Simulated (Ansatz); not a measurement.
**C₃H₈BN: one species, many methods**

The task here is to estimate one member of a computed series from the others.

Computed with Ansatz 0.2.0, Gaussian basis. Level: functionals in def2-TZVPP, the program's frozen cores in correlated methods.

The runs, in order: PBE-D4, r2SCAN-D4, PBE0-D4, B3LYP-D4, ωB97X-V, ωB97M-V, B2PLYP; CCSD(T)/def2-TZVPP; MP2/def2-QZVPP; extrapolation to the limit.

### The relaxed structure

All runs share one geometry, relaxed beforehand with PBE0-D4 in a triple-zeta def2 set.

13 atoms, charge 0, spin multiplicity 1.

Atoms are counted from 1 here; the program's logs count them from 0.

Bond lengths: C1–C2 1.510 Å, C1–H6 1.092 Å, C1–H7 1.094 Å, C1–H8 1.098 Å, C2–C3 1.510 Å, C2–B4 1.567 Å, C2–N5 1.471 Å, C3–H9 1.094 Å, C3–H10 1.092 Å, C3–H11 1.098 Å, B4–N5 1.344 Å, B4–H12 1.185 Å, N5–H13 1.004 Å. Angles: C2–C1–H6 111.5°, C2–C1–H7 110.6°, C2–C1–H8 111.4°, H6–C1–H7 108.0°, H6–C1–H8 108.0°, H7–C1–H8 107.2°, C1–C2–C3 113.5°, C1–C2–B4 121.7°, C1–C2–N5 116.3°, C3–C2–B4 121.7°, C3–C2–N5 116.3°, B4–C2–N5 52.4°, C2–C3–H9 110.6°, C2–C3–H10 111.5°, C2–C3–H11 111.4°, H9–C3–H10 108.0°, H9–C3–H11 107.2°, H10–C3–H11 108.0° and more.

As a file:

```xyz
13

C    -1.44378   -0.06413    0.12521
C     0.06480    0.00705    0.12708
C     0.71117   -0.90182   -0.89125
B     0.86193    0.57074    1.35269
N     0.65472    1.34600    0.27417
H    -1.87747    0.61203    0.86466
H    -1.78105   -1.07837    0.35674
H    -1.85534    0.19827   -0.85782
H     0.44837   -1.94544   -0.69674
H     1.79958   -0.81870   -0.86850
H     0.37364   -0.66635   -1.90871
H     1.35456    0.53202    2.42935
H     0.70937    2.17390   -0.29198
```

Set-up of the first run:

Input file in.yaml:

```yaml
crystal:
  periodic: [false, false, false]
  atoms:
    - {symbol: C, position_ang: [-1.443779, -0.064134, 0.125212]}
    - {symbol: C, position_ang: [0.064797, 0.007052, 0.127082]}
    - {symbol: C, position_ang: [0.711170, -0.901823, -0.891250]}
    - {symbol: B, position_ang: [0.861934, 0.570738, 1.352695]}
    - {symbol: N, position_ang: [0.654720, 1.346002, 0.274167]}
    - {symbol: H, position_ang: [-1.877474, 0.612031, 0.864659]}
    - {symbol: H, position_ang: [-1.781051, -1.078366, 0.356739]}
    - {symbol: H, position_ang: [-1.855339, 0.198274, -0.857821]}
    - {symbol: H, position_ang: [0.448365, -1.945435, -0.696743]}
    - {symbol: H, position_ang: [1.799583, -0.818701, -0.868503]}
    - {symbol: H, position_ang: [0.373642, -0.666348, -1.908711]}
    - {symbol: H, position_ang: [1.354558, 0.532015, 2.429352]}
    - {symbol: H, position_ang: [0.709372, 2.173898, -0.291976]}
basis:
  gaussian: {orbitals: def2-TZVPP}
hamiltonian: {xc: pbe, dispersion: d4}
output: {forces: true, orbitals: {seedname: orbitals}}
```

Command:

```
ansatz run in.yaml --threads 4 --pin off --events-out ev --progress --plain --max-ram 10444MiB
```

Steps of the session up to this table: PBE-D4 (GGA); r2SCAN-D4 (meta-GGA); PBE0-D4 (hybrid); B3LYP-D4 (hybrid); ωB97X-V (range-separated); ωB97M-V (range-separated); B2PLYP (double hybrid); CCSD(T) in def2-TZVPP; MP2 in def2-QZVPP.

One of the session's tables, all rows but one given; the rest of the session is left out.

| method | atoms, summed (eV) | atomisation energy (kJ/mol) |
| --- | --- | --- |
| PBE-D4 | -5347.774 | 5229.6 |
| r2SCAN-D4 | -5352.913 | 5115.0 |
| PBE0-D4 | -5349.391 | 5148.5 |
| B3LYP-D4 | -5356.930 | 5117.1 |
| ωB97X-V | -5354.759 | 5113.2 |
| ωB97M-V | -5353.413 | 5124.1 |
| B2PLYP | -5351.793 | 5057.7 |
| HF/def2-TZVPP | -5333.731 | 3750.9 |
| MP2/def2-TZVPP | ? | ? |
| CCSD/def2-TZVPP | -5345.561 | 4888.0 |
| CCSD(T)/def2-TZVPP | -5345.824 | 4959.2 |
| MP2/CBS | -5344.452 | 5157.0 |
| CCSD(T)/CBS | -5347.384 | 5080.4 |

Estimate the missing values for MP2/def2-TZVPP.

The run gave: atoms, summed (eV): -5342.893; atomisation energy (kJ/mol): 5035.7. In the column «atoms, summed (eV)» it lies between MP2/CBS (-5344.452) and HF/def2-TZVPP (-5333.731).
